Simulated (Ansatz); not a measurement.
# BFH5NSi: basis-set convergence

An exercise on one series of results from a longer session: the logs are not shown, and one member is left open.

Program: Ansatz 0.2.0, Gaussian basis. Level of theory: one geometry, several basis sets. These are calculated values, not measurements.

Plan: PBE0-D4/def2-SVP; ωB97M-V/def2-SVP; PBE0-D4/def2-QZVPP; ωB97M-V/def2-QZVPP; the functionals' def2-TZVPP values are taken from earlier runs.

## The relaxed structure

All runs share one geometry, relaxed beforehand with PBE0-D4 in a triple-zeta def2 set.

SMILES `N[SiH2]BF`, 9 atoms, charge 0, spin multiplicity 1.

Atoms are counted from 1 here; the program's logs count them from 0.

Bond lengths: N1–Si2 1.724 Å, N1–H5 1.007 Å, N1–H6 1.007 Å, Si2–B3 2.034 Å, Si2–H7 1.490 Å, Si2–H8 1.501 Å, B3–F4 1.323 Å, B3–H9 1.206 Å. Angles: Si2–N1–H5 120.6°, Si2–N1–H6 119.3°, H5–N1–H6 110.6°, N1–Si2–B3 107.7°, N1–Si2–H7 108.3°, N1–Si2–H8 115.6°, B3–Si2–H7 111.6°, B3–Si2–H8 107.9°, H7–Si2–H8 105.7°, Si2–B3–F4 119.8°, Si2–B3–H9 124.5°, F4–B3–H9 115.7°.

As a file:

```
N    -0.71558    1.09279   -0.82612
Si    0.12556   -0.38548   -0.54395
B     0.65498   -0.43274    1.41987
F     1.51854   -1.33976    1.84689
H    -1.01167    1.34454   -1.75541
H    -1.37665    1.42246   -0.14129
H     1.31843   -0.42274   -1.43575
H    -0.64519   -1.63753   -0.84376
H     0.22009    0.31225    2.26243
```

Set-up of the first run:

Contents of in.yaml:

```yaml
crystal:
  periodic: [false, false, false]
  atoms:
    - {symbol: N, position_ang: [-0.715583, 1.092793, -0.826124]}
    - {symbol: Si, position_ang: [0.125556, -0.385475, -0.543953]}
    - {symbol: B, position_ang: [0.654981, -0.432738, 1.419867]}
    - {symbol: F, position_ang: [1.518537, -1.339759, 1.846890]}
    - {symbol: H, position_ang: [-1.011669, 1.344543, -1.755410]}
    - {symbol: H, position_ang: [-1.376652, 1.422458, -0.141290]}
    - {symbol: H, position_ang: [1.318427, -0.422745, -1.435752]}
    - {symbol: H, position_ang: [-0.645188, -1.637528, -0.843762]}
    - {symbol: H, position_ang: [0.220092, 0.312251, 2.262434]}
basis:
  gaussian: {orbitals: def2-SVP}
hamiltonian: {xc: pbe0, dispersion: d4}
output: {orbitals: {seedname: orbitals}}
```

On the command line:

```sh
> ansatz run in.yaml --threads 2 --pin off --events-out ev --progress --plain --max-ram 4352MiB
```

Steps of the session up to this table: PBE0-D4 in def2-SVP; ωB97M-V in def2-SVP; PBE0-D4 in def2-QZVPP; ωB97M-V in def2-QZVPP.

One of the session's tables, all rows but one given; the rest of the session is left out.

It belongs to the step «Functionals by basis». 

| functional | basis | HOMO (eV) |
| --- | --- | --- |
| PBE0-D4 | def2-SVP | -7.13 |
| PBE0-D4 | def2-TZVPP | ? |
| PBE0-D4 | def2-QZVPP | -7.41 |
| ωB97M-V | def2-SVP | -9.42 |
| ωB97M-V | def2-TZVPP | -9.67 |
| ωB97M-V | def2-QZVPP | -9.71 |

Q: Estimate the row for PBE0-D4, def2-TZVPP from the others.

**Answer.** HOMO (eV): -7.37. In the column «HOMO (eV)» it lies between PBE0-D4, def2-QZVPP (-7.41) and PBE0-D4, def2-SVP (-7.13).
